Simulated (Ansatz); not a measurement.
# GeHBr+ (quartet): wave-function methods side by side, cc-pVDZ

An exercise on one series of results from a longer session: the logs are not shown, and one member is left open.

Method: cc-pVDZ, core rule «outside noble gas», up to 28 orbitals frozen; program: Ansatz 0.2.0, Gaussian basis.

The runs, in order: UHF; CCSD(T) on ROHF; CCSD(T) on UHF; BCCD(T) on ROHF; CISD; CCSDT(Q) on ROHF; CCSDT(Q) on UHF; CCSDTQ on ROHF; CCSDTQ on UHF.

6 further runs of the same task are left out: 2 for a known fault of the program, 4 set aside as unsound or not needed.

## The system

The geometry is a PBE0/def2-TZVP stationary point (not a proven minimum) of the parent state, kept for this charge and spin. No spin-orbit coupling is included. The filled d shell of Ge, Br may be among the frozen orbitals whatever the setting's name suggests; the logs give the count.

3 atoms, charge 1, spin multiplicity 4.

Atoms are counted from 1 here; the program's logs count them from 0.

Bond lengths: Ge1–Br2 2.300 Å, Ge1–H3 1.556 Å. Angles: Br2–Ge1–H3 115.8°.

The first run:

Input file in.yaml:

```yaml
crystal:
  periodic: [false, false, false]
  atoms:
    - {symbol: Ge, position_ang: [0.000000, -0.482260, 0.527082]}
    - {symbol: Br, position_ang: [0.000000, -0.416051, -1.771802]}
    - {symbol: H, position_ang: [0.000000, 0.898312, 1.244719]}
basis:
  gaussian: {orbitals: cc-pVDZ}
total_charge: 1
magnetization: {spin_polarized: true, initial_magnetization: 3}
hamiltonian: {xc: hf}
output: {orbitals: {seedname: orbitals}}
```

Launch:

```
ansatz run in.yaml --threads 1 --pin off --events-out ev --progress --plain --max-ram 4096MiB --backend cpu
```

Among the steps run: UHF; CCSD(T) on ROHF; CCSD(T) on UHF; BCCD(T) on ROHF; CISD; CCSDT(Q) on ROHF; CCSDT(Q) on UHF; CCSDTQ on ROHF; CCSDTQ on UHF.

One of the session's tables, all rows but one given; the rest of the session is left out.

It belongs to the step «Misses and costs». 

```
   method  from UCCSDTQ (kcal/mol)
     ROHF                        ?
      UHF                  +110.43
     RMP2                   +20.94
     UMP2                   +20.88
    RCCSD                    +3.31
    UCCSD                    +2.91
 RCCSD(T)                    +1.01
 UCCSD(T)                    +0.69
  BCCD(T)                    +1.01
   RCCSDT                    +0.49
   UCCSDT                    +0.16
RCCSDT(Q)                    +0.34
UCCSDT(Q)                    +0.01
  RCCSDTQ                    +0.32
  UCCSDTQ                        0
```

Q: Estimate the row for ROHF from the others.

The run gave: from UCCSDTQ (kcal/mol): +114.42. In the column «from UCCSDTQ (kcal/mol)» it is the highest.

Caveats from the session: Restricted and unrestricted rows rest on different reference determinants; where their highest levels disagree by more than a few hundredths of an eV, they describe different states and don't form one ladder.
